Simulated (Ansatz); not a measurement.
This script makes an atomisation energy of CH2OSSe, SMILES O=C(S)[SeH] with Ansatz's Python interface.

The script reads `ch2osse.xyz`:
```text
6

O    -0.85330   -1.45700    0.41290
C    -0.16990   -0.44350    0.45060
S     1.55530   -0.62870    0.14330
Se   -0.81600    1.30210    0.84140
H     1.43640   -0.40780   -1.24050
H    -1.11050    1.57080   -0.65380
```

`tae_ch2osse.py`:
```python
'''Energy to split CH2OSSe into its atoms.'''

from collections import Counter
from dataclasses import dataclass

import ansatz as az


@dataclass
class Options:
    basis: str = 'def2-SVP'
    functional: str = 'HF'


opts = Options()


def single_point(molecule, charge=0, unpaired=0):
    calc = molecule.calculation().basis(gaussian=opts.basis).functional(opts.functional)
    if charge:
        calc = calc.charge(charge)
    if unpaired:
        calc = calc.spin('collinear', total=unpaired)
    report = calc.run().report
    if report['published_state_doubts']:
        print('  doubts:', report['published_state_doubts'])
    return report['free_energy_ev']

system = az.Crystal.molecule_from_extxyz('ch2osse.xyz')

# unpaired electrons of the ground-state atoms
unpaired = {'O': 2, 'C': 2, 'S': 2, 'Se': 2, 'H': 1}
counts = Counter(site.symbol for site in system.cartesian_sites)
atom_energy = {s: single_point(az.Crystal.molecule().atom(s, (0, 0, 0)), 0, unpaired[s]) for s in counts}
whole = single_point(system, 0, 0)
for s, e in atom_energy.items():
    print(f'{s:2s} x{counts[s]}  {e:14.5f} eV')
print(f'CH2OSSe: {whole:.5f} eV')
split = sum(counts[s] * e for s, e in atom_energy.items()) - whole
print(f'atomisation energy (no zero-point term): {split:.3f} eV, {split / sum(counts.values()):.3f} eV an atom')
```

What does it cost to take this molecule apart into atoms?

12.015 eV from the electronic energies, without the zero-point term.

The output:

Output of `python tae_ch2osse.py`:
```text
O  x1     -2033.23753 eV
C  x1     -1024.37889 eV
S  x1    -10812.89050 eV
Se x1    -65294.53029 eV
H  x2       -13.58606 eV
CH2OSSe: -79204.22475 eV
atomisation energy (no zero-point term): 12.015 eV, 2.003 eV an atom
```

Notes:
- Total energies depend on the basis set; only differences at equal settings carry meaning.
- The geometry is a force-field or estimated start, not a minimum of this method, and the basis set is short of its limit. All parts are taken at fixed geometry, without zero-point energy.
- Hartree-Fock leaves correlation out, so bond, atomisation and ionisation energies come out well too low.
- The spin-orbit lowering of heavy atoms is left out.
- Hardware and time: 2.9 s on 1 thread of Arm Neoverse N1, with other jobs on the host, peak memory 0.21 GiB.
